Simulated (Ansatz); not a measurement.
# Ta12HCN in Ansatz: reference runs

Aim: a first look at Ta12HCN with PBE, on the cell as given.

Program: Ansatz 0.2.0. These are calculated values, not measurements. Logs are shortened: lines on timing, memory, paths and dates and some standing lists are left out, and cuts for length are marked.

## Step 1: The cell of the first run

The cell holds a slab with vacuum, 15 atoms: a = 5.720 Å, b = 5.720 Å, c = 23.640 Å, α = 90.00°, β = 90.00°, γ = 109.47°.

## Step 2: Single point, PBE

The input, input.yaml:

```yaml
crystal:
  lattice:
    - [5.720201715, 0.0, 0.0]
    - [-1.906733905, 5.3930578966, 0.0]
    - [0.0, 0.0, 23.6404251426]
  atoms:
    - { symbol: Ta, position: [0.25, 0.25, 0.3384033896] }
    - { symbol: Ta, position: [0.25, 0.75, 0.3384033896] }
    - { symbol: Ta, position: [0.75, 0.25, 0.3384033896] }
    - { symbol: Ta, position: [0.75, 0.75, 0.3384033896] }
    - { symbol: Ta, position: [0.5, 0.5, 0.4371859858] }
    - { symbol: Ta, position: [0.5, 0.0, 0.4371859858] }
    - { symbol: Ta, position: [0.0, 0.5, 0.4371859858] }
    - { symbol: Ta, position: [0.0, 0.0, 0.4371859858] }
    - { symbol: Ta, position: [0.75, 0.75, 0.535968582] }
    - { symbol: Ta, position: [0.75, 0.25, 0.535968582] }
    - { symbol: Ta, position: [0.25, 0.75, 0.535968582] }
    - { symbol: Ta, position: [0.25, 0.25, 0.535968582] }
    - { symbol: C, position: [1.0159455163, 0.3240585615, 0.6648368228] }
    - { symbol: "N", position: [1.0, 0.5, 0.6434116582] }
    - { symbol: H, position: [1.0305241906, 0.1631190901, 0.6844388392] }
hamiltonian:
  xc: pbe
  pseudopotentials: { kind: paw }
kpoints:
  mp_grid: { grid: [5, 5, 1] }
scf:
  occupations: { method: fermi_dirac, width: 0.05 }
output:
  forces: true
  eigenvalues: true
efield:
  axis: 3
  dipole_correction: true
  ramp_width: 0.04
```

Potentials or basis: Ansatz PAW.

Started as:

```bash
> ansatz run input.yaml --threads 4 --pin off --max-ram 11264MiB --backend cpu --events-out ev --progress --plain --runs-dir out
```

Standard output:

```text
Warning: RAYON_NUM_THREADS=4 ignored (pool sized by the plan → 4); use --threads N
Engine: ansatz 0.2.0, aarch64-unknown-linux-gnu
Pseudopotentials: kind: paw
Pseudopotential: Ta, paw, valence charge 13, recommended cutoff 420 eV (normal), Ta.paw.azcp
Pseudopotential: C, paw, valence charge 4, recommended cutoff 420 eV (normal), C.paw.azcp
Pseudopotential: N, paw, valence charge 5, recommended cutoff 420 eV (normal), N.paw.azcp
Pseudopotential: H, paw, valence charge 1, recommended cutoff 420 eV (normal), H.paw.azcp
Functional definition: PBE
  parameter kappa = 0.804
  parameter beta = 0.06672455060314922
  exchange = pbe_x(kappa = kappa, mu = beta*pi^2/3)
[... 61 lines left out ...]
  atom   2  Ta     0.02449743     0.02362200     0.33403934
  atom   3  Ta    -0.02109481    -0.03396396     0.33547723
  atom   4  Ta    -0.00203448     0.02184655     0.35523969
  atom   5  Ta     0.00880803     0.00509402    -0.01870358
  atom   6  Ta    -0.00839982    -0.00804492    -0.22453873
  atom   7  Ta    -0.00809484     0.01217337     0.09500953
  atom   8  Ta    -0.00478850    -0.02087063     0.01153847
  atom   9  Ta    -0.28832896     0.23264777    -0.33336780
  atom  10  Ta    -0.18623646    -0.16784332    -0.23369083
  atom  11  Ta     0.14823456     0.16131060    -0.15534976
  atom  12  Ta     0.32589737    -0.20310944    -0.44357750
  atom  13  C      0.11045515    -0.56645286     0.14123426
  atom  14  N     -0.34898291     1.12381124    -0.50947939
  atom  15  H      0.25182458    -0.57516056     0.30096128
  max |Σ_I F_I| component: 1.16e-4 eV/Å
--- Band table (eV; the first three rows and the last of 13) ---
  k-point 0: bands = ["-64.1857", "-64.1423", "-64.1292", "-64.0955", "-64.0703", "-64.0681", "-64.0673", "-64.0283", "-63.8510", "-63.8074", "-63.7873", "-63.7487", "-31.1396", "-31.1294", "-31.1088", "-31.0733", "-31.0579", "-31.0298", "-31.0236", "-31.0183", "-31.0149", "-30.8178", "-30.8148", "-30.7878", "-30.7613", "-30.7186", "-30.6930", "-30.6680", "-30.6323", "-30.5124", "-30.4989", "-30.3630", "-30.3491", "-30.3462", "-30.3190", "-30.2622", "-30.2060", "-30.1932", "-30.1827", "-30.1171", "-30.0982", "-30.0920", "-30.0891", "-30.0573", "-29.9475", "-29.9436", "-29.9355", "-29.8856", "-16.7403", "-8.5133", "-4.0716", "-3.4373", "-2.9105", "-2.7881", "-2.1299", "-1.1839", "-0.6349", "-0.6217", "-0.4859", "-0.4839", "-0.4758", "-0.1349", "0.0218", "0.3311", "0.3426", "0.3666", "1.7116", "1.7953", "1.8193", "1.8306", "1.8369", "1.8691", "1.9047", "1.9254", "2.4505", "2.6092", "2.9424", "3.1049", "3.1172", "3.2097", "3.5017", "3.7293", "3.7825", "3.9942", "4.4211", "4.4343", "4.5692", "4.6727", "4.7726", "4.8955", "5.0424", "5.3872", "5.6303", "5.8801", "5.9061", "5.9582", "6.0617", "6.1479", "6.5977", "6.6735"]
  k-point 1: bands = ["-64.1810", "-64.1430", "-64.1235", "-64.0968", "-64.0751", "-64.0700", "-64.0653", "-64.0322", "-63.8462", "-63.8085", "-63.7870", "-63.7527", "-31.1105", "-31.0838", "-31.0577", "-31.0422", "-31.0183", "-31.0112", "-30.9956", "-30.9813", "-30.9379", "-30.8219", "-30.8026", "-30.7950", "-30.7525", "-30.7264", "-30.7080", "-30.6627", "-30.6427", "-30.5197", "-30.4836", "-30.3800", "-30.3731", "-30.3402", "-30.3288", "-30.3194", "-30.2607", "-30.1984", "-30.1520", "-30.1391", "-30.1240", "-30.1228", "-30.0988", "-30.0922", "-30.0059", "-29.9976", "-29.9402", "-29.9120", "-16.7399", "-8.5184", "-3.8361", "-3.3193", "-2.9077", "-2.7857", "-1.8537", "-0.8672", "-0.8564", "-0.4459", "-0.3682", "-0.2639", "-0.2110", "0.1101", "0.1662", "0.4026", "0.6550", "0.7250", "1.7396", "1.8130", "1.9194", "1.9364", "1.9697", "1.9764", "2.0550", "2.1007", "2.2840", "2.6404", "2.7837", "2.8531", "2.9115", "3.1053", "3.4435", "3.4870", "3.6025", "3.8343", "3.9969", "4.0927", "4.1422", "4.2102", "4.3681", "4.7687", "4.9265", "5.1475", "5.2701", "5.4255", "5.6561", "6.0296", "6.0660", "6.2009", "6.3473", "6.4017"]
  k-point 2: bands = ["-64.1708", "-64.1471", "-64.1087", "-64.0977", "-64.0899", "-64.0752", "-64.0553", "-64.0423", "-63.8343", "-63.8170", "-63.7810", "-63.7622", "-31.0541", "-31.0168", "-30.9933", "-30.9724", "-30.9694", "-30.9485", "-30.9321", "-30.8866", "-30.8624", "-30.8251", "-30.7774", "-30.7521", "-30.7430", "-30.7260", "-30.6391", "-30.6302", "-30.5819", "-30.5675", "-30.5444", "-30.5081", "-30.4869", "-30.4115", "-30.3915", "-30.2729", "-30.2641", "-30.2231", "-30.1973", "-30.1854", "-30.1540", "-30.1454", "-30.1439", "-30.1403", "-30.1122", "-30.0978", "-29.9393", "-29.9252", "-16.7393", "-8.5265", "-3.5474", "-2.9674", "-2.7862", "-2.6554", "-1.6587", "-1.1522", "-0.5501", "-0.0560", "0.1951", "0.2425", "0.3485", "0.4697", "0.4853", "0.7358", "1.3175", "1.4581", "1.6774", "1.7212", "1.8402", "1.8663", "1.9880", "2.0323", "2.2292", "2.4206", "2.5377", "2.5976", "2.6548", "2.6824", "2.7598", "2.8454", "2.9762", "3.0551", "3.0904", "3.2496", "3.2924", "3.4197", "3.6880", "3.8616", "4.0510", "4.5422", "4.6336", "4.7958", "4.9870", "5.1525", "5.2589", "5.5539", "5.6466", "5.7561", "5.8356", "6.3272"]
  k-point 12: bands = ["-64.1678", "-64.1452", "-64.1062", "-64.0976", "-64.0829", "-64.0803", "-64.0575", "-64.0497", "-63.8300", "-63.8138", "-63.7833", "-63.7675", "-31.0244", "-30.9966", "-30.9476", "-30.9420", "-30.9287", "-30.9183", "-30.9066", "-30.9039", "-30.8307", "-30.7912", "-30.7735", "-30.7658", "-30.7387", "-30.6933", "-30.6273", "-30.5893", "-30.5542", "-30.5509", "-30.5379", "-30.4957", "-30.4628", "-30.4364", "-30.3871", "-30.3539", "-30.2792", "-30.2765", "-30.2445", "-30.2237", "-30.1657", "-30.1630", "-30.1515", "-30.1456", "-30.1311", "-30.1240", "-30.0208", "-29.9805", "-16.7395", "-8.5176", "-3.5737", "-2.9353", "-2.8477", "-2.6870", "-1.1575", "-1.0897", "-0.4796", "-0.1479", "-0.1054", "0.2282", "0.3690", "0.4585", "0.5839", "0.7903", "1.1168", "1.4612", "1.7183", "1.7297", "1.9278", "2.0149", "2.0767", "2.3775", "2.4044", "2.5199", "2.6141", "2.8076", "2.8273", "3.0259", "3.1000", "3.1137", "3.1972", "3.2773", "3.3161", "3.4198", "3.5211", "3.5652", "3.7062", "3.7695", "4.3331", "4.5182", "4.6219", "4.6871", "4.8468", "5.1346", "5.2328", "5.3374", "5.3973", "5.4379", "5.6052", "5.6396"]
```

Run time: 27 s. Hardware: 4 threads of Arm Neoverse V1, shared host; peak memory 1.9 GiB.

What came out:

| Property | Result |
| --- | --- |
| Free energy | -119827.3090 eV |
| Largest force | 1.282 eV/Å |
| Band gap on the k mesh | none (metal or under the smearing width) |
| Work function of the upper face | 2.82 eV |
| Work function of the lower face | 4.84 eV |
| Dipole across the slab | 0.344 e·Å |

Forces in eV/Å, atoms in the order of the input:
```
Ta  -0.002 -0.005  0.345
Ta   0.024  0.024  0.334
Ta  -0.021 -0.034  0.335
Ta  -0.002  0.022  0.355
Ta   0.009  0.005 -0.019
Ta  -0.008 -0.008 -0.225
Ta  -0.008  0.012  0.095
Ta  -0.005 -0.021  0.012
Ta  -0.288  0.233 -0.333
Ta  -0.186 -0.168 -0.234
Ta   0.148  0.161 -0.155
Ta   0.326 -0.203 -0.444
C    0.110 -0.566  0.141
N   -0.349  1.124 -0.509
H    0.252 -0.575  0.301
```

The run has no spin-orbit coupling, so splittings on Ta are missing.
